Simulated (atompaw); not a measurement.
**A PAW (atompaw) potential for W, from input to tests**

Do these settings give a usable potential? It is generated, then checked for scattering, ghosts and hardness.

Method: atompaw 4.2.0.5, PBEsol, scalar-relativistic.

### Step 1. The atom and the settings

Typed settings, in words:

- element: tungsten (W, Z = 74)
- type: PAW
- frozen core: [Xe] 4f14
- valence charge: 6
- reference configuration: 5d4 6s1.5 6p0.5
- partial waves: 6s (bound): rc 3.00 bohr; 6s channel at -0.15 Ry: rc 2.80 bohr; 6p (bound): rc 3.00 bohr; 6p channel at 1.55 Ry: rc 3.00 bohr; 5d (bound): rc 3.00 bohr; 5d channel at 0.1 Ry: rc 3.00 bohr
- local potential: troulliermartins scheme with l = 3 at -0.5 Ry, radius 2.10 bohr
- core correction: smooth core density matched at 2.55 bohr
- augmentation charge: sinc compensation charge, radius 2.75 bohr; PAW radius 3.00 bohr; waves and projectors: custom polynom2 7 10 vanderbiltortho

### Step 2. Generating the potential

Contents of W.input:

```
W 74
GGA-PBESOL scalarrelativistic loggrid 2001 logderivrange -2 5 176
6 6 5 4 0 0
6 0 1.5
6 1 0.5
5 2 4
0 0 0
c
c
c
c
c
v
c
c
c
c
v
c
c
v
c
2
3.00 2.75 2.10 2.55
y
-0.15
n
y
1.55
n
y
0.1
n
custom polynom2 7 10 vanderbiltortho sinc
3 -0.5 troulliermartins
3.00
2.80
3.00
3.00
3.00
3.00
PWSCFOUT
UPFDX 0.0125d0 UPFXMIN -7.d0 UPFZMESH 74.d0
END
```

Run with:

```sh
atompaw < W.input > W.log
```

**Question.** What will these runs give? Wanted: cutoffs for 10 and 1 mRy, occupied levels; bound ghosts; largest phase difference near zero energy, channels read; lowest eigenvalue of the overlap; share of valence orbitals outside the PAW sphere; UPF file.

As calculated:

```
                                                quantity                            value
               cutoffs for 10 and 1 mRy, occupied levels                  18 Ry and 35 Ry
                                            bound ghosts  s at -955.40 eV, p at -56.99 eV
largest phase difference near zero energy, channels read                        0.002 rad
         lowest eigenvalue of the overlap (Bessel basis)                        0.050 (s)
        share of valence orbitals outside the PAW sphere        6s 49 %, 6p 82 %, 5d 14 %
                                                UPF file                          written
```

**Reading.** A bound ghost (s, p) makes it unfit for use: electrons can fall into a state that the atom doesn't have. It counts as soft on the atom at that tolerance, with 18 Ry needed at the looser tolerance. The slowest occupied level is 5d: taken alone it needs 21 Ry to come within 1 mRy, against 10 Ry for 6s. Near zero energy the phases of the channels with partial waves agree within 0.002 rad.
